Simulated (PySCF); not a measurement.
# C2H9FSSi2: the cost of one run

The runs use PySCF 2.14.0, with density-fitted response routines of our own; the level of theory stands in each step. All values are computed, except where a source is named. Atoms count from 0, in the outputs and in this text.

## 1. The molecule as given

15 atoms, charge 0, multiplicity 1; geometry from: GFN2-xTB.

Bonds of the start (Å): C0–Si1 1.90, Si1–Si2 2.30, Si2–F3 1.63, Si2–S4 2.15, S4–C5 1.82, C0–H6 1.09, C0–H7 1.09, C0–H8 1.09, Si1–H9 1.47, Si1–H10 1.47, Si2–H11 1.46, C5–H12 1.09, C5–H13 1.08, C5–H14 1.09.

## 2. Ultraviolet spectrum: wB97X-D/def2-SVPD

Job settings and geometry (Å):

```
{"job": {"kind": "uv", "xc": "wB97X-D", "basis": "def2-SVPD", "nstates": 8, "ntriplets": 3}, "charge": 0, "multiplicity": 1}
C     -3.009363    -0.033425    -0.282504
Si    -1.584163    -1.207797     0.153619
Si     0.383879    -0.083306    -0.255992
F      0.479274     1.237495     0.686218
S      2.087808    -1.279525     0.289132
C      3.373880     0.007675     0.293059
H     -3.974625    -0.503980    -0.121673
H     -2.979062     0.867008     0.324949
H     -2.965454     0.273437    -1.324211
H     -1.733358    -1.634116     1.552351
H     -1.678536    -2.405566    -0.689445
H      0.712263     0.530905    -1.540934
H      3.503308     0.397012    -0.711992
H      4.290322    -0.464951     0.629667
H      3.089412     0.801469     0.975845
```

With the program's defaults for keys left out, this is: TDDFT wB97X-D/def2-SVPD, vertical, gas phase, core orbitals frozen in the response.

Command:

```console
$ OMP_NUM_THREADS=1 python probes_run.py task.json out
```

This one command runs all jobs of the session in turn.

**Question.** How long does this job take on 1 thread of Arm Neoverse V2, shared host, and how much memory does it need?

About 39 s, with a peak of 0.88 GiB.
